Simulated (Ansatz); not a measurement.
Cs2ScTlCl6, space group Fm-3m, a single point from a YAML input

With Ansatz 0.2.0 through its Python package.

The script reads `scf.yaml`:
```yaml
crystal:
  lattice:
    - [0.0, 5.602902, 5.602902]
    - [5.602902, 0.0, 5.602902]
    - [5.602902, 5.602902, 0.0]
  atoms:
    - { symbol: Cs, position: [0.75, 0.75, 0.75] }
    - { symbol: Cs, position: [0.25, 0.25, 0.25] }
    - { symbol: Sc, position: [0.0, 0.0, 0.0] }
    - { symbol: Tl, position: [0.5, 0.5, 0.5] }
    - { symbol: Cl, position: [0.776375, 0.223625, 0.223625] }
    - { symbol: Cl, position: [0.223625, 0.223625, 0.776375] }
    - { symbol: Cl, position: [0.223625, 0.776375, 0.776375] }
    - { symbol: Cl, position: [0.223625, 0.776375, 0.223625] }
    - { symbol: Cl, position: [0.776375, 0.223625, 0.776375] }
    - { symbol: Cl, position: [0.776375, 0.776375, 0.223625] }
kpoints:
  mp_grid: { grid: [1, 1, 1] }
hamiltonian:
  xc: pbesol
  dispersion: d4
scf:
  occupations: { method: fixed }
output:
  forces: true
  stress: true
```

Typed at the interpreter:
```pycon
>>> import ansatz as az
>>> import numpy as np
>>> import pandas as pd
>>> import yaml
>>> with open('scf.yaml') as handle:
...     tree = yaml.safe_load(handle)
...
>>> print('sections:', list(tree))
sections: ['crystal', 'kpoints', 'hamiltonian', 'scf', 'output']
>>> out = az.Session.from_dict(tree).plan(threads=1).execute()
DeckWarning: basis.ecutwfc = 420 eV, auto-derived from the records' recommended cutoffs: set by Cs (normal level)
>>> rep = out.report
>>> rep['converged'], rep['free_energy_ev']
(True, -30961.70703890947)
>>> rep['n_kpoints'], rep['n_symmetry_ops'], rep['n_pw']
(1, 48, 6855)
>>> print('%-22s %14.5f eV' % ('F = E - TS', rep['free_energy_ev']))
F = E - TS               -30961.70704 eV
>>> print('%-22s %14.5f eV' % ('E', rep['internal_energy_ev']))
E                        -30961.70704 eV
>>> print('%-22s %14.5f eV' % ('Harris-Foulkes', rep['harris_foulkes_ev']))
Harris-Foulkes           -30961.70704 eV
>>> print('%-22s %14.5f eV' % ('Fermi level', rep['fermi_energy_ev']))
Fermi level                   1.70966 eV
>>> # forces, one row an atom
>>> table = pd.DataFrame(rep['forces_ev_ang'], columns=['fx', 'fy', 'fz'])
>>> table.insert(0, 'atom', [site['symbol'] for site in rep['lattice']['sites']])
>>> table.round(4)
  atom      fx      fy      fz
0   Cs -0.0000 -0.0000 -0.0000
1   Cs  0.0000 -0.0000 -0.0000
2   Sc -0.0000 -0.0000  0.0000
3   Tl -0.0000  0.0000 -0.0000
4   Cl -0.1918  0.0000  0.0000
5   Cl  0.0000  0.0000 -0.1918
6   Cl  0.1918 -0.0000 -0.0000
7   Cl -0.0000 -0.1918 -0.0000
8   Cl -0.0000  0.1918  0.0000
9   Cl  0.0000  0.0000  0.1918
>>> # the stress is positive in compression
>>> stress = np.array(rep['stress_gpa'])
>>> print(f'pressure {np.trace(stress) / 3:.3f} GPa')
pressure 0.121 GPa
>>> print('stress tensor, GPa, positive in compression')
stress tensor, GPa, positive in compression
>>> np.round(stress, 3) + 0.0
array([[0.121, 0.   , 0.   ],
       [0.   , 0.121, 0.   ],
       [0.   , 0.   , 0.121]])
>>> print('doubts on the final state:', rep['published_state_doubts'] or 'none')
doubts on the final state: none
>>> print('warnings:', sorted({n['data']['kind'] for n in out.notices if n['data'].get('severity') in ('warning', 'doubt')}) or 'none')
warnings: none
>>> terms = rep['components']
>>> {name: round(terms[name], 3) for name in ('e_kinetic', 'e_hartree', 'e_xc', 'e_local', 'e_nonlocal')}
{'e_kinetic': 1846.755, 'e_hartree': 1781.271, 'e_xc': -1316.189, 'e_local': -4926.986, 'e_nonlocal': 635.673}
```

Caveats:
- These settings explore the input space; cutoff and mesh may be short of convergence.
- The run is spin-unpolarised.
- The energy terms are those on the plane-wave grid, with the one-centre PAW part apart; the terms shown are only some of the summands, so they needn't add up to F.
- Energy and stress may still move on a finer k-point mesh.
- The zero of the levels is a convention of the potentials, so an absolute Fermi energy is no work function.
- Spin-orbit coupling, which matters for elements this heavy, is left out.
- The structure comes from a database of computed cells and needn't be a stable or known phase.
- Warnings are shown shortened and without file and line.
- Run time: 3.3 s on 1 thread of Arm Neoverse V1, on a shared host, peak memory 0.57 GiB.

(Lines on the test bed's own set-up are left out of the output.)
